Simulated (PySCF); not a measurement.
# Ge (triplet): changing the method

Starting from one script, swap the method and compare what comes out for Ge (triplet).

Computed with PySCF 2.14.0. Level: method and basis as typed in the scripts.

2 further runs of the same task are left out: 2 that didn't finish.

### Step 1. The atom

Ge (triplet): 1 atom, charge 0, spin multiplicity 3.

### Step 2. The base run

Input file input.py:

```python
from pyscf import gto, scf, cc

mol = gto.M(
    atom='Ge 0 0 0',
    basis='def2-svpd',
    charge=0,
    spin=2,
    verbose=3,
)
mf = scf.UHF(mol)
mf.kernel()
mycc = cc.CCSD(mf, frozen=9)
mycc.kernel()
mycc.ccsd_t()
mf.dip_moment()
print('orbital energies (hartree):', [e[max(0, n-3):n+3].round(4) for e, n in zip(mf.mo_energy, mol.nelec)])
```

Run with:

```sh
$ python input.py
```

### Step 3. RHF

Variant 1 changes SCF type: UHF → RHF.

Input file input.py:

```python
from pyscf import gto, scf, cc

mol = gto.M(
    atom='Ge 0 0 0',
    basis='def2-svpd',
    charge=0,
    spin=2,
    verbose=3,
)
mf = scf.RHF(mol)
mf.kernel()
mycc = cc.CCSD(mf, frozen=9)
mycc.kernel()
mycc.ccsd_t()
mf.dip_moment()
print('orbital energies (hartree):', mf.mo_energy[..., max(0, mol.nelec[1]-3):mol.nelec[0]+3].round(4))
```

### Step 4. SCF alone

Variant 2 changes step after the SCF: ccsd(t) → none.

input.py, as its differences from that of step 2:

```diff
@@ -1,2 +1,2 @@
-from pyscf import gto, scf, cc
+from pyscf import gto, scf
 
@@ -11,5 +11,2 @@
 mf.kernel()
-mycc = cc.CCSD(mf, frozen=9)
-mycc.kernel()
-mycc.ccsd_t()
 mf.dip_moment()
```

### Step 5. Hcth407 (UKS)

Variant 3 changes functional: none (Hartree–Fock) → hcth407; SCF type: UHF → UKS; step after the SCF: ccsd(t) → analyze.

Input file input.py:

```python
from pyscf import gto, dft

mol = gto.M(
    atom='Ge 0 0 0',
    basis='def2-svpd',
    charge=0,
    spin=2,
    verbose=3,
)
mf = dft.UKS(mol, xc='hcth407')
mf.kernel()
mf.analyze()
print('orbital energies (hartree):', [e[max(0, n-3):n+3].round(4) for e, n in zip(mf.mo_energy, mol.nelec)])
```

### Step 6. R2scan (UKS)

Variant 4 changes functional: none (Hartree–Fock) → r2scan; SCF type: UHF → UKS; step after the SCF: ccsd(t) → analyze.

Input file input.py:

```python
from pyscf import gto, dft

mol = gto.M(
    atom='Ge 0 0 0',
    basis='def2-svpd',
    charge=0,
    spin=2,
    verbose=3,
)
mf = dft.UKS(mol, xc='r2scan')
mf.kernel()
mf.analyze()
print('orbital energies (hartree):', [e[max(0, n-3):n+3].round(4) for e, n in zip(mf.mo_energy, mol.nelec)])
```

### Step 7. EOM-EE

Variant 5 changes step after the SCF: ccsd(t) → eomee; number of roots: none → 3.

input.py, as its differences from that of step 2:

```diff
@@ -13,3 +13,4 @@
 mycc.kernel()
-mycc.ccsd_t()
+e = mycc.eeccsd(nroots=3)[0]
+print('roots (eV) =', (e*27.211386).round(3))
 mf.dip_moment()
```

### Step 8. CASSCF (ROHF)

Variant 6 changes step after the SCF: ccsd(t) → casscf; SCF type: UHF → ROHF; active space: none → 2 electrons in 4 orbitals.

Input file input.py:

```python
from pyscf import gto, scf, mcscf

mol = gto.M(
    atom='Ge 0 0 0',
    basis='def2-svpd',
    charge=0,
    spin=2,
    verbose=3,
)
mf = scf.ROHF(mol)
mf.kernel()
mc = mcscf.CASSCF(mf, 4, 2)
mc.kernel()
mc.analyze()
mf.dip_moment()
print('orbital energies (hartree):', mf.mo_energy[..., max(0, mol.nelec[1]-3):mol.nelec[0]+3].round(4))
```

Q: Predict the outcome of this session. Wanted: for each run, E(SCF); from base; gap, α spin; after the SCF.

**Answer**, as computed:

```csv
run,E(SCF) (hartree),from base (eV),"gap, α spin (eV)",after the SCF
base,-2075.058517,0,7.89,"CCSD(T) correlation -4.999 eV, core frozen"
RHF,-2075.054758,+0.1023,n/a,"CCSD(T) correlation -5.101 eV, core frozen"
SCF alone,-2075.058517,0.0000,7.89,n/a
hcth407 (UKS),-2077.776672,not comparable,0.25,n/a
r2scan (UKS),-2076.648500,not comparable,0.62,n/a
EOM-EE,-2075.058517,0.0000,7.89,"CCSD correlation -4.873 eV, core frozen, first root 0.01 eV"
CASSCF (ROHF),-2075.054758,+0.1023,n/a,n/a
```

In words: A lower total energy from another functional means nothing by itself.
